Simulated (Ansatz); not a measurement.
What does this script print? It uses the Python package of Ansatz (0.2.0).

Contents of `mnse.cif`:
```cif
data_MnSe
_cell_length_a 3.846661
_cell_length_b 3.846661
_cell_length_c 3.846661
_cell_angle_alpha 60.00000
_cell_angle_beta 60.00000
_cell_angle_gamma 60.00000
_symmetry_space_group_name_H-M 'P 1'
_symmetry_Int_Tables_number 1
loop_
_symmetry_equiv_pos_as_xyz
'x, y, z'
loop_
_atom_site_label
_atom_site_type_symbol
_atom_site_fract_x
_atom_site_fract_y
_atom_site_fract_z
Mn1 Mn    0.000000    0.000000    0.000000
Se2 Se    0.500000    0.500000    0.500000
```

Script `plus_u_mnse.py`:
```python
"""How the states of MnSe follow the Hubbard U."""

import ansatz as az
from ase.io import read
import numpy as np

ECUT = 420
KMESH = (11, 11, 11)
OCCUPATIONS = "Gaussian"
SIGMA = 0.05
TOLERANCE = 1e-10


def count_gap(report):
    # lowest empty less highest filled band, counting bands; zero where they overlap
    return max(report.get("gap_by_band_count_ev") or 0.0, 0.0)

atoms = read("mnse.cif")
system = az.Crystal.from_ase(atoms).moments(Mn=5.2)

calculation = (
    system.calculation()
    .functional(az.Functional.PBESOL)
    .basis(ECUT)  # cutoff of the orbital basis
    .kpoints(*KMESH)  # sampling of the Brillouin zone
    .occupations(OCCUPATIONS, width=SIGMA)  # smearing steadies the SCF of a metal
    .spin("collinear")  # two spin channels
    .scf(tolerance=TOLERANCE)
    .band_table()  # levels at the mesh points
)
rows = []
for u in [2.0, 4.0, 6.0, 8.0]:
    report = calculation.hubbard("Mn", "d", u_eff=u).run().report
    shell = report["hubbard"]["n_scf"]
    rows.append((u, count_gap(report), sum(shell) / len(shell), max(abs(m) for m in report["site_moments_mub"]), report["n_iterations"]))
lines = [",".join(["U_eff eV", "gap by band count eV", "Mn d occupation (projector)", "largest moment muB", "iterations"])] + [",".join(f"{v:.4f}" if isinstance(v, float) else str(v) for v in row) for row in rows]
print("\n".join(lines))
with open("plus_u.csv", "w") as handle:
    handle.write("\n".join(lines) + "\n")
```

```console
$ python plus_u_mnse.py
DeckWarning: where an SCF of this run starts from atoms to list the orders of its open shells, Mn (site 0, from 0) starts with 5.00 μB on its 3d shell, in the place of the 5.20 μB that the deck gives it: its open shells can hold no more by Hund's first rule. To start from spheres of the given moment, type scf.initial_density.shell_occupations: []
U_eff eV,gap by band count eV,Mn d occupation (projector),largest moment muB,iterations
2.0000,0.0000,5.3181,4.4854,13
4.0000,0.2232,5.2550,4.5563,13
6.0000,0.2947,5.2039,4.6090,12
8.0000,0.3330,5.1628,4.6489,11
```
(Warnings from the package without file and line.)

From U = 2 to 8 eV the largest site moment goes from 4.49 to 4.65 μB.

Caveats:
- Other magnetic orders than the one started from may lie lower.
- A gap by band count of zero or less means overlapping bands, a metal.
- With one magnetic atom the cell can hold only ferromagnetic order.
- Of the deposited cell: the entry's cell lengths or inner coordinates differ somewhat from later room-temperature determinations.
- The structure is a deposited one; some such entries were measured under pressure or heat, so a shift against it needn't be the functional's error alone.
- Gaps and levels are Kohn-Sham values on a finite set of k-points, without spin-orbit coupling.
- Shell occupations and the effect of U depend on the projectors; a run with no .spin step is spin-unpolarised, and each U may end in a state that isn't the lowest.
- Hardware and time: 29 s on 1 thread of Arm Neoverse V2 (shared host), peak memory 0.52 GiB.

(A comment or docstring line of the script was reworded after the run, the code is as it ran.)
